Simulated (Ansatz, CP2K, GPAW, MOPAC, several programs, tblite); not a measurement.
**ZnO from cheap methods to r2SCAN**

How much accuracy does each second buy? ZnO is computed with 12 methods, from the cheapest up to r2SCAN.

Computed with MOPAC, CP2K, tblite, GPAW, Ansatz (versions at each run) (no spin polarisation, static lattice; gaps from single points on the cell relaxed beforehand with r²SCAN, unless a step's input says otherwise).

6 further runs of the same task are left out: 6 set aside as unsound or not needed.

**1. Starting point**

The structure is hexagonal, space group P6_3mc (No. 186). Conventional cell: a = 3.235 Å, b = 3.235 Å, c = 5.211 Å, α = 90.00°, β = 90.00°, γ = 120.00°. Around Zn (site symmetry 3m) lie 4 O at 1.97 to 1.98 Å. Around O (site symmetry 3m) lie 4 Zn at 1.97 to 1.98 Å.

As a file:

```xyz
4
Lattice="3.2353 0.0000 0.0000 -1.6177 2.8019 0.0000 0.0000 0.0000 5.2110" Properties=species:S:1:pos:R:3 pbc="T T T"
Zn    0.0000    1.8679   -0.0122
Zn    1.6177    0.9340    2.5932
O     0.0000    1.8679    1.9663
O     1.6177    0.9340    4.5718
```

The structure type (wurtzite) is imposed and need not be the compound's stable one.

**Question.** The methods are PM6, PM7, DFTB, GFN1-xTB (tblite), GFN2-xTB (tblite), PBE/DZVP, PBE/single-zeta, PBE/SZV, coarse PBE, GLLB-SC, PBE, r2SCAN. What gap does r2SCAN give on this cell, and which other methods (full PBE left aside) come nearest to r2SCAN and farthest in gap, volume and bulk modulus?

| quantity | value |
| --- | --- |
| r2SCAN | gap 1.24 eV, 11.81 Å³/atom, B₀ 150 GPa |
| gap: nearest and farthest of the other methods | coarse PBE (-0.37 eV), DFTB (+3.51 eV) |
| volume: nearest and farthest of the other methods | PM7 (+3.7 %), PBE/SZV (+8.8 %) |
| bulk modulus: nearest and farthest of the other methods | PBE/DZVP, PBE/SZV (about 15 % off); PM7 (+54 %) |

Among the 10 methods compared for the gap (full PBE left aside), coarse PBE is nearest to r2SCAN and DFTB farthest. For the volume, of the 3 methods compared (full PBE left aside), PM7 comes nearest to r2SCAN and PBE/SZV is farthest. For the bulk modulus (full PBE left aside), PBE/DZVP, PBE/SZV tie for nearest to r2SCAN; PM7 is farthest. A minimal basis or a coarse cutoff and mesh shifts results by its own error, so closeness to r2SCAN can be chance. Cluster runs see only the k-points that fold onto the zone centre, so their gaps can miss the band edges. GLLB-SC is compared with its derivative discontinuity added. No volume is given for PM6, DFTB, GFN1-xTB (tblite), GFN2-xTB (tblite), PBE/single-zeta, coarse PBE, which can hide a larger miss. CPU times run from 1.3 s (coarse PBE) to 1.7 min (PBE/single-zeta). On this cell PBE/DZVP, PBE/single-zeta cost more than r2SCAN itself (24 s), so they are no saving here. r2SCAN is a yardstick, not the truth: it usually gives gaps below the measured ones. A measured gap of ZnO is 3.22 eV (direct; ceramic; “ZnCr2O4 Inclusions in ZnO Matrix Investigated by Probe-Corrected STEM-EELS”, 2019, pmc:6471317); the calculated 1.24 eV misses it by -1.98 eV. So large a miss can be the level of theory's own, or it may mean another phase, state or a wrong row. 4 values of this kind are on record (3.22 to 3.378 eV); this one was drawn at random among those near their median, those with a stated uncertainty first. That value is r2SCAN's. Of all methods here PM6 lies nearest to the measured gap (3.34 eV), which may be luck in a method this rough.
